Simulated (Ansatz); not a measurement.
# Zn (Zinc): the cost of one run

All numbers are computed with the Python package of Ansatz 0.2.0. Level of theory: DFT PBE, all-electron LAPW.

The COD entry's cell or inner coordinates are ideal or old and differ from later refinements, so a difference from it is no clean test against experiment.

## (1) The structure

It takes space group P6_3/mmc (No. 194, hexagonal). Conventional cell: a = 2.670 Å, b = 2.670 Å, c = 4.966 Å, α = 90.00°, β = 90.00°, γ = 120.00°. Around Zn (site symmetry -6m2) lie 12 Zn at 2.67 to 2.92 Å.

No structure file is read: the coordinates are typed or built in the script.

## (2) The code

Input file zn_eos_lapw.py:

```python
import ansatz as az
from ase.eos import EquationOfState
from ase.units import GPa
import numpy as np

params = {
    'functional': 'pbe',
    'smearing': 'methfessel_paxton',
    'sigma': 0.05,
    'mesh': (14, 14, 7),
}

vectors0 = np.array([
    [2.67, 0.0, 0.0],
    [-1.335, 2.31228783, 0.0],
    [0.0, 0.0, 4.966],
])
sites = [
    ('Zn', (1 / 3, 2 / 3, 0.25)),
    ('Zn', (2 / 3, 1 / 3, 0.75)),
]


def build(cell):
    crystal = az.Crystal(lattice=az.Lattice.of(cell))
    for symbol, position in sites:
        crystal = crystal.atom(symbol, position)
    return crystal


def main() -> None:
    volumes, energies = [], []
    for scale in np.linspace(0.94, 1.06, 7):
        cell = vectors0 * scale ** (1 / 3)
        calc = (
            build(cell).calculation()
            .functional(params['functional'])
            .occupations(params['smearing'], width=params['sigma'])
            .kpoints(*params['mesh'])
            .pseudopotentials('all_electron', lapw=True, basis_error=0.0005)
        )
        r = calc.run(threads=1).report
        volumes.append(abs(np.linalg.det(cell)) / len(sites))
        energies.append(r['free_energy_ev'] / len(sites))
        print(f'{scale:.3f} {volumes[-1]:9.4f} A^3/atom {energies[-1]:16.5f} eV/atom  (estimated basis error {1000 * r["lapw_basis_errors"]["total_ev_per_atom"]:.2f} meV/atom)')
    v0, e0, bulk = EquationOfState(volumes, energies, eos='birchmurnaghan').fit()
    print(f'V0 = {v0:.4f} A^3/atom, B0 = {bulk / GPa:.1f} GPa')


if __name__ == '__main__':
    main()
```

## (3) The input behind the calls

The engine receives this input (first run):

```yaml
crystal:
  lattice:
    - [2.615494910270549, 0.0, 0.0]
    - [-1.3077474551352746, 2.2650850376200498, 0.0]
    - [0.0, 0.0, 4.864624615881478]
  atoms:
    - { symbol: Zn, position: [0.3333333333333333, 0.6666666666666666, 0.25] }
    - { symbol: Zn, position: [0.6666666666666666, 0.3333333333333333, 0.75] }
kpoints:
  mp_grid:
    grid: [14, 14, 7]
hamiltonian:
  xc: pbe
  pseudopotentials:
    kind: all_electron
    lapw:
      basis_error: 0.0005
scf:
  occupations:
    method: methfessel_paxton
    width: 0.05
```

## (4) The run

Started as:

```sh
$ python zn_eos_lapw.py
```

What time and memory should one allow on 1 thread of Arm Neoverse V2, shared host?

About 1.7 min, with a peak of 0.47 GiB.
